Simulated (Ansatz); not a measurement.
This script makes relaxations under a series of pressures of La₂O₃, space group P-3m1 with Ansatz's Python interface.

Script `run_compress.py`:
```python
# -*- coding: utf-8 -*-
"""Cell of La2O3 under pressure."""

from dataclasses import dataclass
import warnings

import ansatz as az
import numpy as np
import pandas as pd


@dataclass(frozen=True)
class Options:
    cutoff: int = 510
    mesh: tuple[int, ...] = (6, 6, 4)
    smearing: str = "fixed"


cfg = Options()

def edges_and_angles(cell):
    cell = np.asarray(cell)
    a, b, c = np.linalg.norm(cell, axis=1)
    cosines = cell[1] @ cell[2] / (b * c), cell[0] @ cell[2] / (a * c), cell[0] @ cell[1] / (a * b)
    return (a, b, c, *np.degrees(np.arccos(cosines)))

warnings.simplefilter("ignore", az.DeckWarning)

lattice = az.Lattice.of(
    (3.930778, 0.0, 0.0),
    (-1.965389, 3.404153, 0.0),
    (0.0, 0.0, 6.111954),
)
sites = [
    ("La", (2 / 3, 1 / 3, 0.753764)),
    ("La", (1 / 3, 2 / 3, 0.246236)),
    ("O", (2 / 3, 1 / 3, 0.354109)),
    ("O", (1 / 3, 2 / 3, 0.645891)),
    ("O", (0.0, 0.0, 0.0)),
]
system = az.Crystal(lattice=lattice)
for symbol, position in sites:
    system = system.atom(symbol, position)

base = (
    system.calculation()
    .functional(az.Functional.PBE)
    .basis(cfg.cutoff)
    .kpoints(mesh=cfg.mesh)
    .occupations(cfg.smearing)
)

# H = F + PV, with 1 GPa A^3 = 1/160.21766 eV
rows = []
for pressure in [0, 10, 20, 30, 40]:
    res = base.relax(cell=True, pressure=pressure, force_tolerance=0.05, max_steps=40).run(threads=1)
    cell = res.lattice.cell_ang
    n_atoms = len(res.lattice.sites)
    volume = abs(np.linalg.det(cell)) / n_atoms
    enthalpy = res.report["free_energy_ev"] / n_atoms + pressure * volume / 160.21766
    rows.append((pressure, volume, enthalpy, *edges_and_angles(cell)))
    print(f"{pressure} GPa done: {volume:.4f} A^3/atom")

table = pd.DataFrame(rows, columns=["P_GPa", "V_A3_atom", "H_eV_atom", "a", "b", "c", "alpha", "beta", "gamma"])
print(table.round(4).to_string(index=False))
p, v = np.array([row[0] for row in rows], float), np.array([row[1] for row in rows])
print("mean bulk modulus between rows (GPa):", np.round(-np.diff(p) / np.diff(np.log(v)), 1))
```

Its results, one of them left out:

| P (GPa) | relaxed V (Å³/atom) |
| --- | --- |
| 0 | 16.641 |
| 10 | 15.368 |
| 20 | 14.433 |
| 30 | 13.715 |
| 40 | ? |

What volume does the cell relax to at 40 GPa?

Murnaghan's form V = V0 (1 + B' P / B0)^(-1/B') through the 4 rows shown gives V0 = 16.642 Å³, B0 = 108.6 GPa and B' = 3.48, and so 13.131 Å³ an atom at 40 GPa. The run gave 13.153 Å³, 0.17 % away.

At a fixed pressure a relaxation lowers the enthalpy F + PV, while F alone can rise. The structure comes from a database of computed cells and needn't be a stable or known phase. Symmetry holds the cell in this phase, whether or not it is the stable one at each pressure. Wall time of the script: 2.8 min on 1 thread of Arm Neoverse V2, on a shared host, peak memory 0.52 GiB.
